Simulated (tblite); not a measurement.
# SiNH2Cl2 (SMILES N[Si](Cl)Cl): GFN1-xTB

Aim: a geometry optimisation of SiNH2Cl2. Input form: a Python script.

Program for the calculation: tblite 0.8.0.

15 further runs of the same task are left out: 15 set aside as unsound or not needed.

## Step 1: Starting point

The species is SiNH2Cl2 (6 atoms), meant as a doublet with charge 0. As SMILES, `N[Si](Cl)Cl`. The shape is that of a PBE0-D4/def2-TZVP optimisation. This is one conformer, not always the lowest. The run starts from this shape.

Bond lengths: N1–Si2 1.704 Å, Si2–Cl3 2.059 Å, Si2–Cl4 2.060 Å, N1–H5 1.008 Å, N1–H6 1.008 Å. Angles: N1–Si2–Cl3 107.0°, N1–Si2–Cl4 107.0°, Cl3–Si2–Cl4 111.6°, Si2–N1–H5 120.2°, Si2–N1–H6 120.2°, H5–N1–H6 112.6°.

## Step 2: A structure relaxation at GFN1-xTB

start.xyz reads:

```xyz
6

N     -0.044400     0.895300    -0.153600
Si    -0.339600    -0.701400     0.363200
Cl     1.300200    -1.294100     1.459200
Cl    -0.574100    -1.849600    -1.330500
H      0.310900     1.580200     0.495200
H     -0.610900     1.305500    -0.879600
```

run.py reads:

```python
import json
import numpy as np
from tblite.interface import Calculator
from tblite.interface import symbols_to_numbers
from scipy.optimize import minimize

symbols = list(map(str, np.loadtxt("start.xyz", skiprows=2, usecols=0, dtype=str, ndmin=1)))
numbers = np.array(symbols_to_numbers(symbols))
positions = np.loadtxt("start.xyz", skiprows=2, usecols=(1, 2, 3), ndmin=2) / 0.5291772

calculator = Calculator("GFN1-xTB", numbers, positions, charge=0, uhf=1)
calculator.set("verbosity", 0)
calculator.set("accuracy", 0.01)
calculator.add("spin-polarization", 1.0)
last, frames, energies, grads = [None], [], [], []

def fun(x):
    calculator.update(x.reshape(-1, 3))
    last[0] = calculator.singlepoint(last[0])
    return float(last[0].get('energy')), last[0].get('gradient').ravel()

def show(x):
    e, g = fun(x)
    frames.append(x.reshape(-1, 3).tolist())
    energies.append(e)
    grads.append(g.reshape(-1, 3).tolist())
    print(f"{len(energies) - 1:4d} {e:16.9f} {np.abs(g).max():12.3e} {np.linalg.norm(g):12.3e}")

print("step      energy/Eh       max grad     grad norm")
show(positions.ravel())
opt = minimize(fun, positions.ravel(), jac=True, method="BFGS", callback=show, options={"gtol": 3e-05, "maxiter": 500})
print("converged:", opt.success, "-", opt.message)
fun(opt.x)
sp = last[0]
final = opt.x.reshape(-1, 3)
print("final geometry (angstrom)")
for s, p in zip(symbols, final * 0.529177210903):
    print(f"{s:<2} {p[0]:12.6f} {p[1]:12.6f} {p[2]:12.6f}")
print(f"total energy: {sp.get('energy'):.8f} Eh")
eps = np.atleast_2d(sp.get("orbital-energies")) * 27.211386
occ = np.atleast_2d(sp.get("orbital-occupations"))
filled = occ.sum(axis=0) if eps.shape[0] == 1 else occ[0]
homo = np.nonzero(filled > 0.5)[0].max()
print(f"HOMO {eps[0, homo]:.4f} eV")
if homo + 1 < eps.shape[1]:
    print(f"LUMO {eps[0, homo + 1]:.4f} eV, gap {eps[0, homo + 1] - eps[0, homo]:.4f} eV")
mu = sp.get("dipole") * 2.541746
print(f"dipole: {np.linalg.norm(mu):.4f} D, components " + " ".join(f"{c:.4f}" for c in mu))
q = sp.get("charges")
print("Charges:", " ".join(f"{s}{i + 1}={c:+.4f}" for i, (s, c) in enumerate(zip(symbols, q))))
out = {k: np.asarray(sp.get(k)).tolist() for k in ("energy", "gradient", "charges", "dipole", "orbital-energies", "orbital-occupations")}
out.update(symbols=symbols, positions=(positions * 0.529177210903).tolist(), final=final.tolist(), frames=frames, step_energies=energies, grads=grads, success=bool(opt.success))
json.dump(out, open("results.json", "w"))
```

Launch:

```
$ python run.py
```

Q: Predict the results. Wanted: total energy at the end; dipole moment; HOMO energy; LUMO energy.

**Answer.** As computed:

Level: GFN1-xTB.

```
                             quantity         value
              total energy at the end  -14.74605 Eh
                        dipole moment        3.13 D
HOMO energy (as the program lists it)      -8.87 eV
LUMO energy (as the program lists it)      -4.03 eV
```

**Reading.** At the final geometry: Bond lengths: N1–Si2 1.738 Å, Si2–Cl3 2.040 Å, Si2–Cl4 2.040 Å, N1–H5 1.007 Å, N1–H6 1.007 Å. Angles: N1–Si2–Cl3 106.1°, N1–Si2–Cl4 106.1°, Cl3–Si2–Cl4 112.1°, Si2–N1–H5 123.2°, Si2–N1–H6 123.2°, H5–N1–H6 109.2°. The optimisation took 20 steps and changed the energy by -0.037 eV.
